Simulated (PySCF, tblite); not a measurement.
**C5H9GeNO2: geometry, infrared bands and NMR shifts**

Aim: predict the infrared bands and NMR shifts of C5H9GeNO2 (`CC[O][Ge@@H]1[CH2]C(=O)C=[N]1`).

Computed with tblite 0.8.0 and PySCF 2.14.0, with density-fitted response routines of our own, on a single molecule in the gas phase. Atoms count from 0, in the outputs and in this text.

### Step 1. Starting geometry

18 atoms, charge 0, multiplicity 1; geometry from: force field or distance geometry start.

Bonds of the start (Å): C0–C1 1.51, C1–O2 1.42, O2–Ge3 1.79, Ge3–C4 1.91, C4–C5 1.50, C5–O6 1.27, C5–C7 1.47, C7–N8 1.30, N8–Ge3 1.86, C0–H9 1.12, C0–H10 1.11, C0–H11 1.12, C1–H12 1.13, C1–H13 1.11, Ge3–H14 1.56, C4–H15 1.11, C4–H16 1.11, C7–H17 1.08.

### Step 2. Relaxing the molecule with GFN2-xTB

What the job is given:

```
{"job": {"kind": "relax", "xc": "GFN2-xTB", "basis": "xTB"}, "charge": 0, "multiplicity": 1}
C     -3.213100    -0.071900    -0.145900
C     -1.878900     0.169600     0.510000
O     -0.943600    -0.784900     0.042700
Ge     0.628100    -0.453700     0.829600
C      1.564500     0.976800    -0.025700
C      2.734100     0.261300    -0.623000
O      3.614900     0.871800    -1.295400
C      2.830400    -1.184800    -0.370800
N      1.883700    -1.730400     0.326300
H     -3.962700     0.672500     0.232100
H     -3.129400     0.038000    -1.248000
H     -3.593200    -1.093600     0.091800
H     -2.012200     0.063400     1.630900
H     -1.538200     1.199400     0.272700
H      0.534600    -0.305800     2.380700
H      1.892900     1.737800     0.719400
H      0.940800     1.434100    -0.827100
H      3.638500    -1.793400    -0.758600
```

The run is started by

```
OMP_NUM_THREADS=1 python probes_run.py task.json out
```

One launch serves the whole session: the jobs run in the order shown.

**Question.** This job is followed by: GFN2-xTB harmonic vibrations, gas phase; GIAO PBE0/pcSseg-1 NMR shielding, non-relativistic, gas phase. Predict these results of the whole session: strongest single infrared mode (GFN2-xTB); zero-point energy (GFN2-xTB); 13C shifts against TMS (PBE0/pcSseg-1); 1H shifts against TMS (PBE0/pcSseg-1, means over atoms taken as alike); 17O shifts against H2O (PBE0/pcSseg-1); 73Ge shifts against GeMe4 (PBE0/pcSseg-1); 15N shifts against NH3 (PBE0/pcSseg-1).

As calculated:

```
                                                              quantity                                         value
                             strongest single infrared mode (GFN2-xTB)                         1823 cm⁻¹, 410 km/mol
                                          zero-point energy (GFN2-xTB)                                 81.6 kcal/mol
                                13C shifts against TMS (PBE0/pcSseg-1)            201.7, 180.6, 68.6, 24.5, 22.1 ppm
1H shifts against TMS (PBE0/pcSseg-1, means over atoms taken as alike)  8.58, 6.38, 4.42, 4.27, 1.65, 1.57, 1.52 ppm
                                17O shifts against H2O (PBE0/pcSseg-1)                               655.7, 77.0 ppm
                             73Ge shifts against GeMe4 (PBE0/pcSseg-1)                                        69 ppm
                                15N shifts against NH3 (PBE0/pcSseg-1)                                     447.8 ppm
```

What this shows: Over 169 steps the energy fell by 0.743 eV; of the close pairs, Ge3–C4 changed most, 1.912 to 1.987 Å. All 48 modes are real, so the xTB geometry is a minimum. The strongest single mode, at 1823 cm⁻¹, moves mainly H14. GFN2-xTB is a fitted tight-binding method: band positions and strengths are rough. Its intensities can rank the bands wrongly. The most deshielded carbon is C5 (ketone carbonyl carbon), at 201.7 ppm: low-lying n→π* states of the double bond to the heteroatom give a large paramagnetic term (-269 ppm). At PBE0/pcSseg-1: The widest tensor belongs to O6: span 1281 ppm, with a paramagnetic part of -713 ppm. Spin-orbit coupling is left out, which matters for shieldings and couplings at and beside the heavy atoms.
